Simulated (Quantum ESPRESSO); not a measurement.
Sheet: WS2, a sheet with vacuum.

```
S W
1.0
     3.27912    0.00000    0.00000
    -1.63956    2.78519    0.00000
     0.00000    0.00000   21.14000
S W
2 1
Direct
  0.66667 0.33333 0.42573
  0.66667 0.33333 0.57427
  0.33333 0.66667 0.50000
```

The cell was built by a generator and needn't be a form met in nature.

Below is the output of Quantum ESPRESSO 7.5 for this cell. Logs are shortened: lines on timing, memory, paths and dates and some standing lists are left out, and cuts for length are marked.

```text
This program is part of the open-source Quantum ESPRESSO suite
     for quantum simulation of materials; please cite
[... 9 lines left out ...]
     --------------------
     sticks:   dense  smooth     PW     G-vecs:    dense   smooth      PW
     Sum         765     765    227               112027   112027   17761

     Using Slab Decomposition

     bravais-lattice index     =            0
     lattice parameter (alat)  =       6.1966  a.u.
     unit-cell volume          =    1302.9078 (a.u.)^3
     number of atoms/cell      =            3
     number of atomic types    =            2
     number of electrons       =        26.00
     number of Kohn-Sham states=           20
     kinetic-energy cutoff     =      74.0000  Ry
     charge density cutoff     =     296.0000  Ry
     scf convergence threshold =      6.0E-10
     mixing beta               =       0.5000
     number of iterations used =            8  plain     mixing
     energy convergence thresh.=      1.0E-05
     force convergence thresh. =      4.0E-04
     Exchange-correlation= PBESOL
                           (   1   4  10   8   0   0   0)
     nstep                     =           40

     celldm(1)=   6.196639  celldm(2)=   0.000000  celldm(3)=   0.000000
     celldm(4)=   0.000000  celldm(5)=   0.000000  celldm(6)=   0.000000

     crystal axes: (cart. coord. in units of alat)
               a(1) = (   1.000000   0.000000   0.000000 )
               a(2) = (  -0.500000   0.849371   0.000000 )
               a(3) = (   0.000000   0.000000   6.446852 )

     reciprocal axes: (cart. coord. in units 2 pi/alat)
               b(1) = (  1.000000  0.588671 -0.000000 )
               b(2) = (  0.000000  1.177342  0.000000 )
               b(3) = (  0.000000 -0.000000  0.155114 )

     PseudoPot. # 1 for S  read from file:
     S.upf
     Pseudo is Norm-conserving + core correction, Zval =  6.0
     Generated using ONCVPSP code by D. R. Hamann
     Using radial grid of 1146 points,  6 beta functions with:
                l(1) =   0
                l(2) =   0
                l(3) =   1
                l(4) =   1
                l(5) =   2
                l(6) =   2

     PseudoPot. # 2 for W  read from file:
     W.upf
     Pseudo is Norm-conserving + core correction, Zval = 14.0
     Generated using ONCVPSP code by D. R. Hamann
     Using radial grid of 1396 points,  8 beta functions with:
                l(1) =   0
                l(2) =   0
                l(3) =   1
                l(4) =   1
                l(5) =   2
                l(6) =   2
                l(7) =   3
                l(8) =   3

     atomic species   valence    mass     pseudopotential
     S                 6.00    32.06000     S ( 1.00)
     W                14.00   183.84000     W ( 1.00)

      4 Sym. Ops. (no inversion) found

   Cartesian axes

     site n.     atom                  positions (alat units)
         1        S      tau(   1) = (   0.5000000   0.2831237   2.7446388  )
         2        W      tau(   2) = (  -0.0000000   0.5662474   3.2234258  )
         3        S      tau(   3) = (   0.5000000   0.2831237   3.7022128  )

     number of k points=    31  Gaussian smearing, width (Ry)=  0.0015
                       cart. coord. in units 2pi/alat
        k(    1) = (   0.0000000   0.0000000   0.0000000), wk =   0.0200000
        k(    2) = (   0.0000000   0.1177342   0.0000000), wk =   0.0400000
        k(    3) = (   0.0000000   0.2354683   0.0000000), wk =   0.0400000
        k(    4) = (   0.0000000   0.3532025   0.0000000), wk =   0.0400000
        k(    5) = (   0.0000000   0.4709367   0.0000000), wk =   0.0400000
        k(    6) = (   0.0000000  -0.5886709   0.0000000), wk =   0.0200000
[... 23 lines left out ...]
        k(   30) = (  -0.5000000  -0.1766013   0.0000000), wk =   0.0800000
        k(   31) = (  -0.5000000  -0.0588671   0.0000000), wk =   0.0800000

     Dense  grid:   112027 G-vectors     FFT dimensions: (  36,  36, 225)

     Initial potential from superposition of free atoms

     starting charge      25.9995, renormalised to      26.0000

     negative rho (up, down):  2.912E-05 0.000E+00
     Starting wfcs are   18 randomized atomic wfcs +    2 random wfcs

     Self-consistent Calculation

     iteration #  1     ecut=    74.00 Ry     beta= 0.50
     Davidson diagonalization with overlap
     ethr =  1.00E-02,  avg # of iterations =  6.2

     Threshold (ethr) on eigenvalues was too large:
     Diagonalizing with lowered threshold

     Davidson diagonalization with overlap
     ethr =  3.29E-04,  avg # of iterations =  5.6
[... 286 lines left out ...]
     atom    1 type  1   force =     0.00000000    0.00188849    0.02846358
     atom    2 type  2   force =     0.00000000   -0.00377697    0.00000000
     atom    3 type  1   force =     0.00000000    0.00188849   -0.02846358

     Total force =     0.040519     Total SCF correction =     0.000049

     BFGS Geometry Optimization
     Energy error            =      1.6E-03 Ry
     Gradient error          =      2.8E-02 Ry/Bohr

     number of scf cycles    =   1
     number of bfgs steps    =   0

     energy             new  =    -195.9188410997 Ry

     new trust radius        =       0.0285261599 bohr
     new conv_thr            =       0.0000000006 Ry
[... 1151 lines left out ...]
     atom    1 type  1   force =     0.00000000   -0.00004012    0.00000784
     atom    2 type  2   force =     0.00000000    0.00008025    0.00000000
     atom    3 type  1   force =     0.00000000   -0.00004012   -0.00000784

     Total force =     0.000099     Total SCF correction =     0.000002
     Energy error            =      1.2E-07 Ry
     Gradient error          =      8.0E-05 Ry/Bohr

     bfgs converged in   5 scf cycles and   4 bfgs steps
     (criteria: energy <  1.0E-05 Ry, force <  4.0E-04 Ry/Bohr)

     End of BFGS Geometry Optimization

     Final energy             =    -195.9209869291 Ry

Begin final coordinates

ATOMIC_POSITIONS (crystal)
S                0.6670447669        0.3340895338        0.4275683150
W                0.3325771328        0.6651542657        0.5000000000
S                0.6670447669        0.3340895338        0.5724316850
End final coordinates

=------------------------------------------------------------------------------=
   JOB DONE.
=------------------------------------------------------------------------------=
```

Problem. Write the input and the command behind it.

Solution. Relaxation of the atoms with PBEsol, no spin polarisation. The files as run (others can give the same):

pw.in
```
&CONTROL
  calculation = 'relax'
  prefix = 'pwscf'
  outdir = './tmp'
  pseudo_dir = './pseudo'
  tprnfor = .true.
  disk_io = 'low'
  nstep = 40
  forc_conv_thr = 0.0004
  etot_conv_thr = 1d-05
/
&SYSTEM
  ibrav = 0
  nat = 3
  ntyp = 2
  ecutwfc = 74
  nbnd = 20
  occupations = 'smearing'
  smearing = 'gaussian'
  degauss = 0.00146997
/
&ELECTRONS
  conv_thr = 6d-10
  electron_maxstep = 120
  mixing_beta = 0.5
/
&IONS
  ion_dynamics = 'bfgs'
/
ATOMIC_SPECIES
S     32.0600 S.upf
W    183.8400 W.upf
CELL_PARAMETERS angstrom
   3.2791200000    0.0000000000    0.0000000000
  -1.6395600000    2.7851896601    0.0000000000
   0.0000000000    0.0000000000   21.1400000000
ATOMIC_POSITIONS crystal
S      0.6666666667    0.3333333333    0.4257332072
W      0.3333333333    0.6666666667    0.5000000000
S      0.6666666667    0.3333333333    0.5742667928
K_POINTS automatic
10 10 1 0 0 0
```

Potentials or basis: PseudoDojo 0.4.1 SR PBEsol standard.
The run is started by
```console
$ OMP_NUM_THREADS=1 pw.x -in pw.in > pw.out
```

Caveat: spin-orbit coupling is left out, which moves the levels of the heavy elements.
